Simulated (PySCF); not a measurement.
# CH4BrClSi: the cost of one run

The runs use PySCF 2.14.0, with density-fitted response routines of our own; the level of theory stands in each step. All values are computed, except where a source is named. Atoms count from 0, in the outputs and in this text.

## (1) The molecule as given

8 atoms, charge 0, multiplicity 1; geometry from: GFN2-xTB. The atoms were then displaced at random by about 0.01 Å, so the start is not that level's minimum.

Bonds of the start (Å): Si0–C1 1.90, C1–Cl2 1.77, C1–Br3 1.97, Si0–H4 1.45, Si0–H5 1.44, Si0–H6 1.48, C1–H7 1.10.

## (2) Relaxing the molecule at PBE0-D3(BJ)/def2-SVP

The job: settings as JSON, then the geometry in Å.

```
{"job": {"xc": "PBE0", "basis": "def2-SVP", "d3": "d3bj", "grid": 1, "shake": 0.01, "kind": "geom"}, "charge": 0, "multiplicity": 1}
Si    -0.982270    -0.251270     0.004650
C      0.876550     0.119460    -0.173940
Cl     1.772310    -1.016480     0.840540
Br     1.265830     1.972970     0.367630
H     -1.324790    -0.036620     1.398230
H     -1.191830    -1.599060    -0.445030
H     -1.660170     0.745440    -0.860410
H      1.299500     0.046430    -1.184130
```

Launch:

```console
OMP_NUM_THREADS=1 python probes_run.py task.json out
```

One launch serves the whole session: the jobs run in the order shown.

**Question.** How long does this first job take on 1 thread of Arm Neoverse V1, shared host, and how much memory does it need?

About 16 s, with a peak of 0.43 GiB.
